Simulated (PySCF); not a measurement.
**[Bi(NH2)4]−: other functionals and bases at one geometry**

How far do other levels of theory move the description of [Bi(NH2)4]−, and what does each cost? The structure is generated, not taken from experiment.

The runs use PySCF 2.14.0; several levels, as the steps say, no spin–orbit coupling.

1 further run of the same task is left out (for a known fault of the program).

### 1 The system as given

13 atoms, charge -1, spin multiplicity 1.

Bond lengths: Bi1–N2 2.384 Å, Bi1–N5 2.204 Å, Bi1–N8 2.384 Å, Bi1–N11 2.204 Å, N2–H3 1.028 Å, N2–H4 1.028 Å, N5–H6 1.025 Å, N5–H7 1.025 Å, N8–H9 1.028 Å, N8–H10 1.028 Å, N11–H12 1.025 Å, N11–H13 1.025 Å. Angles: N2–Bi1–N5 80.1°, N2–Bi1–N8 145.8°, N2–Bi1–N11 80.1°, N5–Bi1–N8 80.1°, N5–Bi1–N11 108.5°, N8–Bi1–N11 80.1°, Bi1–N2–H3 106.2°, Bi1–N2–H4 106.2°, H3–N2–H4 102.6°, Bi1–N5–H6 100.9°, Bi1–N5–H7 100.9°, H6–N5–H7 105.7°, Bi1–N8–H9 106.2°, Bi1–N8–H10 106.2°, H9–N8–H10 102.6°, Bi1–N11–H12 100.9°, Bi1–N11–H13 100.9°, H12–N11–H13 105.7°.

As a file:

```xyz
13

Bi    0.8207    0.0000    0.0000
N     0.1187    1.6109    1.6109
H     0.5847    1.3568    2.4917
H     0.5847    2.4917    1.3568
N    -0.4676   -1.2649    1.2649
H    -1.0576   -0.5554    1.7108
H    -1.0576   -1.7108    0.5554
N     0.1187   -1.6109   -1.6109
H     0.5847   -2.4917   -1.3568
H     0.5847   -1.3568   -2.4917
N    -0.4676    1.2649   -1.2649
H    -1.0576    1.7108   -0.5554
H    -1.0576    0.5554   -1.7108
```

Formal oxidation states: Bi +3. An earlier session relaxed this geometry at PBE0, Bi def2-SVP with ECP60, N def2-SVP, H def2-SVP (singlet, point group C2v).

At PBE0 on the finer grid: E = -438.004958 Eh, HOMO -0.29 eV, LUMO 5.36 eV, Mulliken charge on Bi1 +0.61 e, largest force component 0.004 eV/Å. 

Levels to run: M06-L; TPSSh; PBE0, TZVP. Hardware: 2 threads of Intel Xeon 6975P-C (Granite Rapids), shared host.

### 2 M06-L

Input file run.py (the lines that set the calculation):

```python
mol = gto.M(atom='''
Bi     0.82069     0.00000     0.00000
N      0.11875     1.61091     1.61091
H      0.58473     1.35685     2.49172
H      0.58473     2.49172     1.35685
N     -0.46756    -1.26493     1.26493
H     -1.05762    -0.55540     1.71080
H     -1.05762    -1.71080     0.55540
N      0.11875    -1.61091    -1.61091
H      0.58473    -2.49172    -1.35685
H      0.58473    -1.35685    -2.49172
N     -0.46756     1.26493    -1.26493
H     -1.05762     1.71080    -0.55540
H     -1.05762     0.55540    -1.71080''',
    basis={'Bi': 'def2-SVP', 'N': 'def2-SVP', 'H': 'def2-SVP'},
    ecp={'Bi': 'def2-SVP'},
    charge=-1, spin=0)
mf = dft.RKS(mol, xc='M06L')
mf.grids.atom_grid = (75, 302)
mf = mf.density_fit()  # fitting sets: Bi def2-universal-JKFIT, N def2-universal-JKFIT, H def2-universal-JKFIT
mf.conv_tol = 1e-08; mf.max_cycle = 55
mf.kernel(dm0)  # dm0: the density of the relaxed state
```

The run is started by

```console
$ OMP_NUM_THREADS=2 python run.py
```

Output:

```text
init E= -438.368783677263
  HOMO = 0.02598998358628  LUMO = 0.18370475593317  gap/eV = 4.29164
cycle= 1 E= -438.372871315754  delta_E= -0.00409  |g|= 0.0611  |ddm|= 0.333
  HOMO = 0.0325093948591988  LUMO = 0.176391222470116  gap/eV = 3.91522
cycle= 2 E= -438.369574159173  delta_E= 0.0033  |g|= 0.127  |ddm|= 0.222
  HOMO = 0.0277028665593892  LUMO = 0.178953421889831  gap/eV = 4.11574
cycle= 3 E= -438.3740690127  delta_E= -0.00449  |g|= 0.00657  |ddm|= 0.14
  HOMO = 0.0282840873068118  LUMO = 0.180342643924332  gap/eV = 4.13772
cycle= 4 E= -438.374083508548  delta_E= -1.45e-05  |g|= 0.00255  |ddm|= 0.0146
  HOMO = 0.0283049833015578  LUMO = 0.180083295501077  gap/eV = 4.13010
cycle= 5 E= -438.374084829565  delta_E= -1.32e-06  |g|= 0.00104  |ddm|= 0.00453
  HOMO = 0.0282062323524954  LUMO = 0.180091271811217  gap/eV = 4.13300
cycle= 6 E= -438.374085042038  delta_E= -2.12e-07  |g|= 0.000458  |ddm|= 0.00148
  HOMO = 0.0282626452519956  LUMO = 0.180098897512635  gap/eV = 4.13167
cycle= 7 E= -438.37408509284  delta_E= -5.08e-08  |g|= 4.27e-05  |ddm|= 0.0006
  HOMO = 0.0282594164768852  LUMO = 0.180098804069916  gap/eV = 4.13176
cycle= 8 E= -438.374085093393  delta_E= -5.53e-10  |g|= 7.43e-06  |ddm|= 9.82e-05
  HOMO = 0.0282592588356465  LUMO = 0.180098439418755  gap/eV = 4.13175
Extra cycle  E= -438.374085093397  delta_E= -4.43e-12  |g|= 6.67e-06  |ddm|= 2.53e-05
converged SCF energy = -438.374085093397
```

Wall time 14 s (2 threads of Intel Xeon 6975P-C (Granite Rapids), shared host).

Result: E = -438.374085 Eh, HOMO 0.77 eV, LUMO 4.90 eV, Mulliken charge on Bi1 +0.74 e, largest force component 0.728 eV/Å. The highest filled level lies above zero; it isn't the detachment energy.

### 3 TPSSh

run.py (the lines that set the calculation), as its differences from that of step 2:

```diff
@@ -17,3 +17,3 @@
     charge=-1, spin=0)
-mf = dft.RKS(mol, xc='M06L')
+mf = dft.RKS(mol, xc='TPSSH')
 mf.grids.atom_grid = (75, 302)
```

The run is started by

```console
$ OMP_NUM_THREADS=2 python run.py
```

Output:

```text
init E= -438.204070361383
  HOMO = 0.0150414141578867  LUMO = 0.184588383928315  gap/eV = 4.61361
cycle= 1 E= -438.205405125213  delta_E= -0.00133  |g|= 0.0116  |ddm|= 0.115
  HOMO = 0.0133180482879851  LUMO = 0.184724281396057  gap/eV = 4.66420
cycle= 2 E= -438.205397386586  delta_E= 7.74e-06  |g|= 0.0122  |ddm|= 0.0319
  HOMO = 0.0148967388152599  LUMO = 0.184615626634323  gap/eV = 4.61829
cycle= 3 E= -438.205426365413  delta_E= -2.9e-05  |g|= 0.00531  |ddm|= 0.0189
  HOMO = 0.0144394004993611  LUMO = 0.184683449329177  gap/eV = 4.63258
cycle= 4 E= -438.205432970868  delta_E= -6.61e-06  |g|= 0.000608  |ddm|= 0.00608
  HOMO = 0.0144176292690297  LUMO = 0.184622238325184  gap/eV = 4.63150
cycle= 5 E= -438.205433045275  delta_E= -7.44e-08  |g|= 0.000298  |ddm|= 0.00116
  HOMO = 0.0144315771863557  LUMO = 0.184636318909935  gap/eV = 4.63151
cycle= 6 E= -438.205433062887  delta_E= -1.76e-08  |g|= 0.000109  |ddm|= 0.000367
  HOMO = 0.0144312705157414  LUMO = 0.184640949520741  gap/eV = 4.63164
cycle= 7 E= -438.205433065961  delta_E= -3.07e-09  |g|= 9.3e-06  |ddm|= 0.000127
  HOMO = 0.0144297931166584  LUMO = 0.184638893898645  gap/eV = 4.63163
Extra cycle  E= -438.205433065961  delta_E= 2.27e-13  |g|= 9.07e-06  |ddm|= 2.8e-05
converged SCF energy = -438.205433065961
```

Wall time 13 s (2 threads of Intel Xeon 6975P-C (Granite Rapids), shared host).

It gives: E = -438.205433 Eh, HOMO 0.39 eV, LUMO 5.02 eV, Mulliken charge on Bi1 +0.56 e, largest force component 0.379 eV/Å. The highest filled level lies above zero; it isn't the detachment energy.

### 4 PBE0, TZVP

Basis: Bi def2-TZVP with ECP60, N def2-TZVP, H def2-TZVP. 

run.py (the lines that set the calculation), as its differences from that of step 3:

```diff
@@ -14,6 +14,6 @@
 H     -1.05762     0.55540    -1.71080''',
-    basis={'Bi': 'def2-SVP', 'N': 'def2-SVP', 'H': 'def2-SVP'},
-    ecp={'Bi': 'def2-SVP'},
+    basis={'Bi': 'def2-TZVP', 'N': 'def2-TZVP', 'H': 'def2-TZVP'},
+    ecp={'Bi': 'def2-TZVP'},
     charge=-1, spin=0)
-mf = dft.RKS(mol, xc='TPSSH')
+mf = dft.RKS(mol, xc='PBE0')
 mf.grids.atom_grid = (75, 302)
@@ -21,2 +21,2 @@
 mf.conv_tol = 1e-08; mf.max_cycle = 55
-mf.kernel(dm0)  # dm0: the density of the relaxed state
+mf.kernel(dm0)  # dm0: free metal ions and neutral atoms
```

The run is started by

```console
$ OMP_NUM_THREADS=2 python run.py
```

Output:

```text
init E= -444.561878164501
  HOMO = 0.0476944444860266  LUMO = 0.137532595048089  gap/eV = 2.44462
cycle= 1 E= -437.87320585282  delta_E= 6.69  |g|= 1.51  |ddm|= 3.24
  HOMO = -0.0785772071237307  LUMO = 0.117907590757083  gap/eV = 5.34662
cycle= 2 E= -437.227820136611  delta_E= 0.645  |g|= 2.31  |ddm|= 2.87
  HOMO = -0.0191545091419734  LUMO = 0.174255855613426  gap/eV = 5.26296
cycle= 3 E= -438.306620384915  delta_E= -1.08  |g|= 0.142  |ddm|= 1.93
  HOMO = -0.0352723706343117  LUMO = 0.15485623546485  gap/eV = 5.17366
cycle= 4 E= -438.309907926993  delta_E= -0.00329  |g|= 0.0759  |ddm|= 0.361
  HOMO = -0.0292295238373423  LUMO = 0.164885079988584  gap/eV = 5.28213
cycle= 5 E= -438.311588874383  delta_E= -0.00168  |g|= 0.0147  |ddm|= 0.149
  HOMO = -0.0301556762468618  LUMO = 0.164592245985422  gap/eV = 5.29936
cycle= 6 E= -438.311626158178  delta_E= -3.73e-05  |g|= 0.00295  |ddm|= 0.0225
  HOMO = -0.0302852880584847  LUMO = 0.164514978776174  gap/eV = 5.30079
cycle= 7 E= -438.31162756469  delta_E= -1.41e-06  |g|= 0.00129  |ddm|= 0.00491
  HOMO = -0.0302780794768225  LUMO = 0.164548346386408  gap/eV = 5.30150
cycle= 8 E= -438.311627845403  delta_E= -2.81e-07  |g|= 0.000267  |ddm|= 0.00113
  HOMO = -0.0302563226680359  LUMO = 0.164536654457631  gap/eV = 5.30059
cycle= 9 E= -438.311627855274  delta_E= -9.87e-09  |g|= 0.000179  |ddm|= 0.000421
  HOMO = -0.0302735703276422  LUMO = 0.164535926808073  gap/eV = 5.30104
cycle= 10 E= -438.311627862504  delta_E= -7.23e-09  |g|= 3.14e-05  |ddm|= 0.00021
  HOMO = -0.0302697140267547  LUMO = 0.164535304880891  gap/eV = 5.30091
Extra cycle  E= -438.311627862327  delta_E= 1.77e-10  |g|= 4.45e-05  |ddm|= 6.41e-05
converged SCF energy = -438.311627862327
```

Wall time 26 s (2 threads of Intel Xeon 6975P-C (Granite Rapids), shared host).

It gives: E = -438.311628 Eh, HOMO -0.82 eV, LUMO 4.48 eV, Mulliken charge on Bi1 +0.88 e, largest force component 0.550 eV/Å. 

### 5 All levels side by side

| level | state | HOMO (eV) | gap (eV) | charge on Bi1 (e) | dipole (D) | largest force (eV/Å) | basis functions | time |
| --- | --- | --- | --- | --- | --- | --- | --- | --- |
| PBE0 (relaxed here) | singlet | -0.29 | 5.64 | 0.61 | 3.74 | 0.00 | 122 | 24 s |
| M06-L | singlet | 0.77 | 4.13 | 0.74 | 3.87 | 0.73 | 122 | 14 s |
| TPSSh | singlet | 0.39 | 4.63 | 0.56 | 3.61 | 0.38 | 122 | 13 s |
| PBE0, TZVP | singlet | -0.82 | 5.30 | 0.88 | 4.04 | 0.55 | 222 | 26 s |

Times are on 2 threads of Intel Xeon 6975P-C (Granite Rapids), shared host; the first row also made further properties. The dipole of a charged species depends on the origin, so these sizes hold for this origin alone.

In one basis the HOMO–LUMO gap runs from 4.13 eV (M06-L) to 5.64 eV (PBE0). The largest leftover force, 0.73 eV/Å with M06-L, stands at a geometry relaxed at another level. The Mulliken charge on Bi spans +0.56 to +0.88 e over the levels. Total energies of different levels can't be compared. Spin–orbit coupling is left out throughout.
